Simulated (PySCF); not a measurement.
# C₆H₁₇BN₃ radical: geometry, EPR parameters

What EPR parameters should C₆H₁₇BN₃ radical (`[CH2]N(C)B(N(C)C)N(C)C`) show?

Computed with PySCF 2.14.0, with density-fitted response routines of our own, on a single molecule in the gas phase. Atoms are numbered from 0 throughout.

### 1 The molecule as given

27 atoms, charge 0, multiplicity 2; geometry from: GFN2-xTB.

Bonds of the start (Å): C0–N1 1.37, N1–C2 1.45, N1–B3 1.45, B3–N4 1.43, N4–C5 1.44, N4–C6 1.44, B3–N7 1.42, N7–C8 1.44, N7–C9 1.44, C0–H10 1.07, C0–H11 1.07, C2–H12 1.10, C2–H13 1.10, C2–H14 1.09, C5–H15 1.10, C5–H16 1.09, C5–H17 1.10, C6–H18 1.09, C6–H19 1.10, C6–H20 1.10, C8–H21 1.09, C8–H22 1.10, C8–H23 1.10, C9–H24 1.10, C9–H25 1.10, C9–H26 1.09.

### 2 Optimising the geometry at PBE0-D3(BJ)/def2-SVP

Job settings and geometry (Å):

```
{"job": {"xc": "PBE0", "basis": "def2-SVP", "d3": "d3bj", "grid": 1, "kind": "geom"}, "charge": 0, "multiplicity": 2}
C     -1.328880     2.218770     0.176090
N     -0.178480     1.516030    -0.093250
C      0.908010     2.313350    -0.616650
B     -0.074310     0.075650     0.015440
N      1.198360    -0.490180     0.352480
C      1.695190    -1.745820    -0.151400
C      2.115510     0.126420     1.278960
N     -1.214600    -0.742840    -0.213270
C     -1.392490    -2.059470     0.347760
C     -2.327040    -0.367340    -1.051760
H     -2.070180     1.757680     0.795950
H     -1.312810     3.286140     0.067400
H      0.572680     2.871650    -1.496940
H      1.262990     3.040750     0.121530
H      1.734150     1.671490    -0.909400
H      2.670060    -1.594270    -0.634940
H      1.008780    -2.147880    -0.890400
H      1.836010    -2.486930     0.647660
H      1.687260     1.045400     1.667840
H      2.311250    -0.546700     2.124330
H      3.080520     0.352360     0.806860
H     -0.584370    -2.288400     1.034940
H     -1.429040    -2.830950    -0.432500
H     -2.340090    -2.103220     0.899580
H     -3.268860    -0.389290    -0.491480
H     -2.420590    -1.066690    -1.892720
H     -2.178810     0.637150    -1.437810
```

Log:

```text
step   0  E = -427.20023813  max force = 0.012955
step   1  E = -427.20221821  max force = 0.004432
step   2  E = -427.20248523  max force = 0.005157
step   3  E = -427.20317116  max force = 0.001333
step   4  E = -427.20316048  max force = 0.001265
step   5  E = -427.20323136  max force = 0.000746
step   6  E = -427.20322885  max force = 0.001691
step   7  E = -427.20325998  max force = 0.000462
step   8  E = -427.20327437  max force = 0.000357
optimisation converged
```

Wall time 4.6 min (1 thread, shared host).

Along the way:

| step | energy from step 0 (eV) | largest force component (eV/Å) |
| --- | --- | --- |
| 0 | 0.0000 | 0.6662 |
| 1 | -0.0539 | 0.2279 |
| 2 | -0.0611 | 0.2652 |
| 3 | -0.0798 | 0.0685 |
| 4 | -0.0795 | 0.0650 |
| 5 | -0.0814 | 0.0384 |
| 6 | -0.0814 | 0.0870 |
| 7 | -0.0822 | 0.0238 |
| 8 | -0.0826 | 0.0184 |

Close pairs (by a distance rule), those that changed most:

```csv
bond,before (Å),after (Å),change (Å)
C0–H10,1.071,1.089,+0.018
C0–H11,1.073,1.090,+0.017
C8–H21,1.085,1.098,+0.012
C5–H16,1.086,1.098,+0.012
C6–H18,1.086,1.098,+0.012
N1–B3,1.448,1.459,+0.011
C9–H24,1.096,1.107,+0.011
B3–N7,1.422,1.433,+0.011
```

The end geometry stands in the next job.

```
                         at the end point                value
  point group (found at 0.08 Å tolerance)                   C1
rotational constants (GHz, main isotopes)  1.353, 1.319, 0.770
                        dipole moment (D)                 0.99
                                     ⟨S²⟩                0.754
```

### 3 EPR parameters: B3LYP/IGLO-III+pcH-1

Job settings and geometry (Å):

```
{"job": {"kind": "epr"}, "charge": 0, "multiplicity": 2}
C     -1.336545     2.206458     0.271846
N     -0.183857     1.534007    -0.075976
C      0.892053     2.340148    -0.603795
B     -0.067093     0.081806     0.009835
N      1.204154    -0.498074     0.346811
C      1.646093    -1.767758    -0.161593
C      2.141336     0.129676     1.238119
N     -1.216336    -0.741500    -0.225704
C     -1.405262    -2.014286     0.415722
C     -2.269485    -0.395711    -1.143529
H     -2.104023     1.667278     0.824777
H     -1.337660     3.296082     0.235994
H      0.545620     2.938299    -1.465480
H      1.294272     3.044448     0.147723
H      1.710854     1.695918    -0.947091
H      2.629987    -1.672613    -0.660701
H      0.934238    -2.151489    -0.903726
H      1.762632    -2.533349     0.631502
H      1.720867     1.058457     1.644973
H      2.380691    -0.530094     2.094927
H      3.102899     0.373186     0.743715
H     -0.632254    -2.179807     1.177033
H     -1.376330    -2.863938    -0.295612
H     -2.388693    -2.055794     0.922068
H     -3.255618    -0.338297    -0.643474
H     -2.358693    -1.150393    -1.949243
H     -2.073629     0.580199    -1.604822
```

Level: UKS B3LYP, IGLO-III on B C N, pcH-1 on H, non-relativistic, mean-field spin-orbit, GIAO.

Log:

```text
UKS, coarse grid
  cycle   1  E = -428.10026871  |g| = 3.85e-01
  cycle   2  E = -428.05686614  |g| = 4.88e-01
  cycle   3  E = -428.17438452  |g| = 7.77e-02
  cycle   4  E = -428.17628230  |g| = 3.85e-02
  cycle   5  E = -428.17691907  |g| = 6.74e-03
  cycle   6  E = -428.17694422  |g| = 2.90e-03
  cycle   7  E = -428.17694882  |g| = 1.31e-03
  cycle   8  E = -428.17695111  |g| = 5.77e-04
UKS, final grid
  cycle   1  E = -428.17688206  |g| = 9.11e-04
  cycle   2  E = -428.17688134  |g| = 1.62e-03
  cycle   3  E = -428.17688243  |g| = 8.24e-05
  cycle   4  E = -428.17688243  |g| = 2.78e-05
E = -428.17688243 Eh   <S^2> = 0.7538 (exact 0.7500)
g shifts (ppm)      1          2          3
  rmc          -156       -156       -156
  gc             10         44         38
  oz_so          34        672       1182
  total        -112        560       1064
hyperfine (MHz)  atom isotope    a_iso     a_fc   dipolar eigenvalues
    0   13C      77.40      77.40    -63.36    -62.61    125.97
    1   14N       2.95       2.95     -9.85     -9.07     18.93
    2   13C      -6.45      -6.45     -1.48     -0.59      2.07
    3   11B      -5.26      -5.26     -3.90      0.40      3.50
    4   14N       2.23       2.23     -0.66     -0.38      1.04
    5   13C       1.44       1.44     -0.43     -0.33      0.76
    6   13C       1.34       1.34     -0.51     -0.35      0.86
    7   14N       2.74       2.74     -1.00     -0.59      1.59
    8   13C       1.97       1.97     -0.51     -0.38      0.89
    9   13C       1.26       1.26     -0.83     -0.35      1.18
   10    1H     -46.18     -46.18    -30.78      0.52     30.27
   11    1H     -51.03     -51.03    -31.59      1.83     29.75
   12    1H      17.17      17.17     -3.50     -2.84      6.34
   13    1H      19.82      19.82     -3.40     -2.40      5.80
   14    1H      -1.04      -1.04     -2.93     -2.40      5.33
   15    1H       1.76       1.76     -0.66     -0.57      1.22
   16    1H      -0.09      -0.09     -0.93     -0.69      1.62
   17    1H      -0.21      -0.21     -0.61     -0.59      1.20
   18    1H       0.04       0.04     -2.50     -1.82      4.32
   19    1H       3.30       3.30     -0.83     -0.68      1.51
   20    1H       0.68       0.68     -0.96     -0.80      1.76
   21    1H      -0.14      -0.14     -0.98     -0.76      1.74
   22    1H       1.18       1.18     -0.80     -0.73      1.53
   23    1H       2.95       2.95     -0.95     -0.72      1.67
   24    1H      -0.48      -0.48     -2.06     -1.54      3.60
   25    1H      -0.89      -0.89     -1.36     -0.94      2.30
   26    1H       0.84       0.84     -4.85     -3.19      8.04
```

Wall time 3.3 min (1 thread, shared host).

Principal g values 2.00221, 2.00288, 2.00338; g(iso) = 2.00282, against 2.00232 for a free electron.

Hyperfine couplings; where a row names several nuclei, a(iso) is their mean (it holds for fast rotation or exchange) and the dipolar term the largest among them:

```csv
nuclei,isotope,a(iso) (MHz),"a(iso) (G, at g = 2.0023)",largest dipolar term (MHz)
C0,13C,77.4,27.6,126.0
"H10, H11",1H,-48.6,-17.3,-31.6
"H12, H13, H14",1H,12.0,4.3,6.3
C2,13C,-6.4,-2.3,2.1
B3,11B,-5.3,-1.9,-3.9
N1,14N,2.9,1.1,18.9
"N4, N7",14N,2.5,0.9,1.6
"C5, C6, C8, C9",13C,1.5,0.5,1.2
"H15, H16, H17, H18, H19 and 7 more",1H,0.7,0.3,8.0
```

Mulliken spin populations:

C0 0.92; N1 0.10; C2 -0.03; B3 0.04; N4 0.01; C5 0.00; C6 0.00; N7 0.01; C8 0.00; C9 0.01; H10 -0.04; H11 -0.05; H12 0.02; H13 0.02; H14 0.00; H15 0.00; H16 0.00; H17 0.00; H18 0.00; H19 0.00; H20 0.00; H21 0.00; H22 0.00; H23 0.00; H24 0.00; H25 0.00; H26 -0.01

In first order the couplings over 0.8 MHz of 1H, 11B, 14N give 720 distinct lines over 58.8 G, if the averaged nuclei exchange fast.

### 4 Results

| quantity | value |
| --- | --- |
| point group | C1 |
| rotational constants (main isotopes) | 1.35, 1.32, 0.77 GHz |
| g(iso) (B3LYP) | 2.00282 |
| ⟨S²⟩ | 0.754 (exact 0.75) |
| largest a(iso) (averaged by class) | 13C on C0, 77.4 MHz |

Relaxing lowered the energy by 0.083 eV in 8 steps; the close pair that moved most is C0–H10, from 1.071 to 1.089 Å. Most of the unpaired spin sits on C0 (0.92 e). The isotropic g lies 0.5 ppt above the free-electron value.
